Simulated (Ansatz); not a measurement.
I need a ladder of methods at one geometry of CH4AlFO, SMILES C[O][AlH][F]. Use Ansatz 0.2.0, Python API. Use (for the species named): Hartree-Fock, cc-pVDZ basis, multiplicity 1. The script varies functional: hf, cam_b3lyp, lc_wpbe, blyp, b3lyp.

```xyz
8

C     0.2702    1.1324    0.0087
O    -0.8509    0.3635    0.4090
Al   -0.4599   -1.4140    0.0987
F    -0.7571   -2.1734   -1.4686
H     1.1448    0.9534    0.5655
H     0.4129    1.0842   -1.0955
H    -0.0213    2.2394    0.1864
H     0.3535   -2.2427    1.2401
```

`methods_ch4alfo.py`:
```python
"""One geometry of CH4AlFO, method by method."""

from pathlib import Path
import logging
import sys

import ansatz as az
import numpy as np

logging.basicConfig(stream=sys.stdout, format="%(levelname)s %(message)s")
log = logging.getLogger("ansatz_job")
log.setLevel(logging.INFO)

BASIS_SET = "cc-pVDZ"

system = (
    az.Crystal.molecule()
    .atom("C", [0.2702, 1.1324, 0.0087])
    .atom("O", [-0.8509, 0.3635, 0.409])
    .atom("Al", [-0.4599, -1.414, 0.0987])
    .atom("F", [-0.7571, -2.1734, -1.4686])
    .atom("H", [1.1448, 0.9534, 0.5655])
    .atom("H", [0.4129, 1.0842, -1.0955])
    .atom("H", [-0.0213, 2.2394, 0.1864])
    .atom("H", [0.3535, -2.2427, 1.2401])
)

job = system.calculation().basis(gaussian=BASIS_SET)

log.info("functional    E (Ha)        dipole (D)   HOMO (eV)  LUMO (eV)")
for name in ["hf", "cam_b3lyp", "lc_wpbe", "blyp", "b3lyp"]:
    report = job.functional(name).forces().orbitals().run(threads=1, runs_dir="runs").report
    lines = Path(report["orbitals_path"]).read_text().splitlines()
    field_of = lambda key: [line.split("=")[1].strip() for line in lines if line.startswith(key)]
    orbitals = [(27.211386 * float(e), s, float(n)) for e, s, n in zip(field_of("Ene="), field_of("Spin="), field_of("Occup="))]
    homo = max(e for e, _, n in orbitals if n > 0.5)
    lumo = min(e for e, _, n in orbitals if n < 0.5)
    dipole = 4.803205 * np.linalg.norm(report["charge_distribution"]["dipole_moment_e_ang"])
    log.info(f"{name:10s} {report['free_energy_ev'] / 27.211386246:14.6f} {dipole:9.3f} {homo:11.3f} {lumo:10.3f}")
```

Running `python methods_ch4alfo.py` prints:
```text
INFO functional    E (Ha)        dipole (D)   HOMO (eV)  LUMO (eV)
INFO hf            -456.497910     1.745     -12.033      1.429
INFO cam_b3lyp     -458.015873     1.497      -9.255     -0.349
INFO lc_wpbe       -457.875640     1.464     -10.636      0.853
INFO blyp          -458.040847     1.335      -6.028     -1.999
INFO b3lyp         -458.108916     1.465      -7.532     -1.542
```

Reading the output:
- Total energies depend on the basis set; only differences at equal settings carry meaning.
- The geometry is a force-field or estimated start, not a minimum of this method, and the basis set is short of its limit. A lower total doesn't mark the better method: functionals have no common bound, and MP2 and coupled cluster aren't variational.
- b3lyp holds the VWN-RPA fit, as in Gaussian; the form of ORCA and Turbomole is b3lyp5.
- Levels such as HOMO and LUMO are orbital energies: with these approximate functionals they aren't the ionisation energy and electron affinity, and their gap isn't the fundamental gap.
- For Al to Cl the sets with a tight d function, cc-pV(X+d)Z, are usual.
- Run time: 13 s on 1 thread of Arm Neoverse V1, on a shared host, peak memory 0.23 GiB.
